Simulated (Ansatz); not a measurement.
# W: the cost of one run

Computed with Ansatz 0.2.0 (DFT r2SCAN, scalar-relativistic, plane waves, PAW, unless a step's input says otherwise).

1 further run of the same task is left out (set aside as unsound or not needed).

## Step 1: Starting point

It takes space group Pm-3n (No. 223, cubic). Conventional cell: a = 5.053 Å, b = 5.053 Å, c = 5.053 Å, α = 90.00°, β = 90.00°, γ = 90.00°. Around W (site symmetry m-3) lie 12 W at 2.82 Å. W (site symmetry -4m2) is surrounded by 6 W at 2.53 to 2.82 Å.

Structure file:

```xyz
8
Lattice="5.0530 0.0000 0.0000 0.0000 5.0530 0.0000 0.0000 0.0000 5.0530" Properties=species:S:1:pos:R:3 pbc="T T T"
W     0.0000    0.0000    0.0000
W     2.5265    2.5265    2.5265
W     0.0000    2.5265    1.2633
W     0.0000    2.5265    3.7898
W     1.2633    0.0000    2.5265
W     3.7898    0.0000    2.5265
W     2.5265    3.7898    0.0000
W     2.5265    1.2633    0.0000
```

It is the result of an earlier relaxation at this level (volume 16.13 Å³/atom; gap on the mesh: none (metal)).

## Step 2: Electronic structure at the relaxed geometry

Input file input.yaml:

```yaml
crystal:
  lattice:
    - [5.053032034, 0.0, 0.0]
    - [0.0, 5.053032034, 0.0]
    - [0.0, 0.0, 5.053032034]
  atoms:
    - { symbol: W, position: [0.0, 0.0, 0.0] }
    - { symbol: W, position: [0.5, 0.5, 0.5] }
    - { symbol: W, position: [0.0, 0.5, 0.25] }
    - { symbol: W, position: [0.0, 0.5, 0.75] }
    - { symbol: W, position: [0.25, 0.0, 0.5] }
    - { symbol: W, position: [0.75, 0.0, 0.5] }
    - { symbol: W, position: [0.5, 0.75, 0.0] }
    - { symbol: W, position: [0.5, 0.25, 0.0] }
basis:
  ecutwfc: 500
kpoints:
  mp_grid: { grid: [8, 8, 8] }
  band_path:
    path:
      - [[0.0, 0.0, 0.0], [0.0, 0.5, 0.0], [0.5, 0.5, 0.0], [0.0, 0.0, 0.0], [0.5, 0.5, 0.5], [0.0, 0.5, 0.0]]
      - [[0.5, 0.5, 0.5], [0.5, 0.5, 0.0]]
    npoints: 14
hamiltonian:
  xc: r2scan
scf:
  occupations: { method: gaussian, width: 0.1 }
  n_extra_bands: 20
output:
  forces: true
  stress: true
  eigenvalues: true
  populations: true
  dos: { projected: true, de: 0.02, nscf_kmesh: { grid: [12, 12, 12] } }
  bader: true
  write_density: true
  write_potential: true
  elf: true
  volumetric_format: npy
```

Run with:

```sh
> ansatz run input.yaml --threads 2 --pin off --max-ram 5120MiB --backend cpu --events-out ev --progress --plain --runs-dir out
```

What time and memory should one allow on 2 threads of Intel Xeon 6975P-C (Granite Rapids), shared host?

About 61 s, with a peak of 1.1 GiB.
